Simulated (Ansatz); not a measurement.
Predict the output of the script below (Ansatz's Python interface).

Script `formation_be3rh.py`:
```python
# -*- coding: utf-8 -*-
"""Is Be3Rh bound against its elements, after relaxing cells and atoms."""

from collections import Counter
from dataclasses import dataclass
import warnings

import ansatz as az
import numpy as np


@dataclass(frozen=True)
class Options:
    kspacing: float = 0.15
    occupations: str = "cold"
    width_ev: float = 0.05


opts = Options()

PHASES = {
    "Be3Rh": (
        [[-1.616363, 1.616363, 3.637352], [1.616363, -1.616363, 3.637352], [1.616363, 1.616363, -3.637352]],
        [
            ("Be", [0.75, 0.25, 0.5]),
            ("Be", [0.25, 0.75, 0.5]),
            ("Be", [0.5, 0.5, 0.0]),
            ("Rh", [0.0, 0.0, 0.0]),
        ],
    ),
    "Be": (
        [[2.2853, 0.0, 0.0], [-1.14265, 1.979128, 0.0], [0.0, 0.0, 3.5842]],
        [
            ("Be", [1 / 3, 2 / 3, 0.25]),
            ("Be", [2 / 3, 1 / 3, 0.75]),
        ],
    ),
    "Rh": (
        [[0.0, 1.89785, 1.89785], [1.89785, 0.0, 1.89785], [1.89785, 1.89785, 0.0]],
        [
            ("Rh", [0.0, 0.0, 0.0]),
        ],
    ),
}


def build(vectors, sites):
    crystal = az.Crystal(lattice=az.Lattice.of(vectors))
    for symbol, position in sites:
        crystal = crystal.atom(symbol, position)
    return crystal


def ground_state(name, crystal):
    calc = (
        crystal.calculation()
        .functional(az.Functional.LDA)
        .basis(35 * az.Ry)
        .kpoints(spacing=opts.kspacing)
        .occupations(opts.occupations, width=opts.width_ev)
        .stress()
    )
    calc = calc.relax(force_tolerance=0.03, cell=True)
    return calc.run(threads=1)


def counts(outcome):
    return Counter(site.symbol for site in outcome.lattice.sites)

def formation_energy(outcome, mu):
    n = counts(outcome)
    return (outcome.report["energy_sigma0_ev"] - sum(k * mu[element] for element, k in n.items())) / sum(n.values())


def volume_per_atom(outcome):
    return abs(np.linalg.det(outcome.lattice.cell_ang)) / len(outcome.lattice.sites)

warnings.simplefilter("ignore")

phases = {name: build(*cell) for name, cell in PHASES.items()}

done = {name: ground_state(name, crystal) for name, crystal in phases.items()}

# energy of one atom in its reference phase
references = {"Be": "Be", "Rh": "Rh"}
mu = {element: done[name].report["energy_sigma0_ev"] / len(done[name].lattice.sites) for element, name in references.items()}

target = done["Be3Rh"]
heat = formation_energy(target, mu)
for element, value in mu.items():
    print(f"mu({element}) = {value:.4f} eV from {references[element]}, {volume_per_atom(done[references[element]]):.2f} A^3/atom")
print(f"formation energy of Be3Rh: {heat:.4f} eV/atom = {96.4853 * heat:.1f} kJ/mol of atoms")
```

`python formation_be3rh.py` gives:
```text
mu(Be) = -88.2352 eV from Be, 7.54 A^3/atom
mu(Rh) = -6278.6509 eV from Rh, 13.22 A^3/atom
formation energy of Be3Rh: -0.4362 eV/atom = -42.1 kJ/mol of atoms
```

The formation energy is -0.436 eV an atom (-42.1 kJ per mole of atoms), so Be3Rh lies below the reference phases. Other compounds of these elements, not run here, can lie lower still.

Caveats:
- Absolute energies stand on the zero of these potentials, so only differences at equal settings mean something.
- The cells come from databases of deposited and of computed structures, and not all need be stable phases.
- The compound is the structure given, not necessarily its lowest; energies are at zero temperature, with no correction for gases. A semilocal functional's error on such energies is often 0.05 to 0.1 eV an atom, and 0.1 to 0.3 eV against gases such as O2 or F2.
- It ran for 2 min on 1 thread of Arm Neoverse V1 (shared host), peak memory 0.7 GiB.
